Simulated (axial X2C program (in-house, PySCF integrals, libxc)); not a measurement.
# A two-component session on MnH⁺: EOM-IP-CCSD levels

Wanted for MnH⁺: EOM-IP-CCSD levels, at the two-component level.

The runs use an in-house X2C program for linear molecules on PySCF integrals; two-component X2C with atomic mean-field terms, Mn dyall-cv3z, H dyall-v3z.

All values are calculated.

## (1) Set-up

Input file task.json:

```json
{
 "zs": [
  25,
  1
 ],
 "q": 1,
 "bas": [
  "dyall-cv3z",
  "dyall-v3z"
 ],
 "r0": 1.51,
 "eom": "ip",
 "rq": 0,
 "thr": -2.0,
 "nmax": 95,
 "grid": [
  1,
  0.96,
  1.045,
  0.92,
  1.09,
  1.15
 ]
}
```

Keys: zs atomic numbers; q charge; bas basis sets; r0 starting distance in Å; eom kind of EOM run; thr threshold in hartree for freezing inner shells (an s shell follows its p shell); nmax most natural virtual spinors; grid distances as factors.

Launch:

```bash
python soeom.py task.json out
```

The runs that follow: EOM-IP-CCSD at 1.723 Å.

Before running it: what results should come out? Wanted: next root led by one particle; T1 of the reference.

The runs gave:

```
                     quantity                            value
       lowest root at 1.723 Å                Ω = 1/2, 7.394 eV
next root led by one particle  Ω = 3/2, about 4600 cm⁻¹ higher
          T1 of the reference                            0.090
```

In words: Removing an electron from the reference determinant of MnH costs 7.39 eV and empties a spinor of 40% Mn dσ, 32% Mn dπ, 17% Mn sσ. The closed-shell reference lies 4.31 eV above the lowest determinant found, so these energies count from an excited configuration. Errors of 0.1 to 0.3 eV are usual at this size, and roots led by higher excitations are left out, so the list is incomplete, and low states of that kind can be missing. T1 or the largest double amplitude of the reference is raised, which lowers the reliability.
